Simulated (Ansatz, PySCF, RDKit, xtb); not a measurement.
**Solving GaNSeF2, step by step**

Only the formula GaNSeF2 is given. Aim: find the structure of lowest free energy at 298.15 K, then its properties.

The funnel: GFN2-xTB relaxations, single points with a density functional, relaxations at PBE-D3(BJ)/def2-SVP, harmonic vibrations, and a last energy at a higher level. All values are calculated.

7 further runs of the same task are left out: 7 set aside as unsound or not needed.

### Step 1. Drawing up candidates

A program enumerates the bonding patterns with one Lewis structure each (two rings at most, one unusual centre or charged pair), with their diastereomers. O–O, O–halogen and N–halogen bonds and N–N–N chains are not drawn. That gives 7 candidates.

```
label                    SMILES     spin
 c009      [F][Ga]1[N]=[Se@@]1F  singlet
 c178      [F][Ga]([F])[N]=[Se]  singlet
 c302          F[Se](F)=[N][Ga]  triplet
 c312        N#[Se][Ga]([F])[F]  singlet
 c383         [F][Ga+][N-][Se]F  singlet
 c453  [F][Ga-]1([F])[N]=[Se+]1  singlet
 c610          F[Se](F)=[N][Ga]  singlet
```

Candidates are built by distance geometry, with a force field where one applies, in up to four conformers (letters a to d). 2 starts with atoms placed at random are added, to find patterns that the rules miss.

**Question.** With final energies at CCSD(T)/def2-SVP + MP2/def2-TZVPP - MP2/def2-SVP, which structure will this search put lowest in free energy, and by what margin?

| quantity | value |
| --- | --- |
| lowest structure found | [F][Ga]([F])[N]=[Se], triplet, Cs |
| next finalist | [F][Ga]1([F])[N][Se]1 ‡, singlet, 7.0 kcal/mol higher in G |
| share at equilibrium, among the finalists | 100.0 % |
| harmonic wavenumbers, lowest and highest (PBE-D3(BJ)/def2-SVP) | 65 and 1019 cm⁻¹ |
| rotational constants, same geometry | 0.1986, 0.02725, 0.02396 cm⁻¹ |
| dipole moment (PBE0/def2-TZVPD) | 2.62 D |
| HOMO energy (highest over α and β) (PBE0/def2-TZVPD) | -7.19 eV |
| LUMO energy (lowest over α and β) (PBE0/def2-TZVPD) | -3.82 eV |
| vertical ionisation energy (to the doublet cation) | 9.51 eV |
| vertical electron affinity | 1.91 eV |
| vertical singlet less triplet | +0.88 eV |

`[F][Ga]([F])[N]=[Se]` comes out lowest. Among the finalists first place is clear (7.0 kcal/mol); structures outside the list aren't covered. r2SCAN-D4/def2-SVP, PBE-D3(BJ)/def2-SVP, HF/def2-SVP and MP2/def2-SVP already put its bonding pattern lowest among the structures in one piece. The search is not exhaustive (a finite list of starts, one conformer a finalist), so a lower isomer can't be ruled out. The lowest isomer need not be the one that is made and kept in a bottle, which depends on barriers.

‡ marks the bonded skeleton alone, with all bonds drawn single: no Lewis structure was assigned that passes a check against the bond lengths.
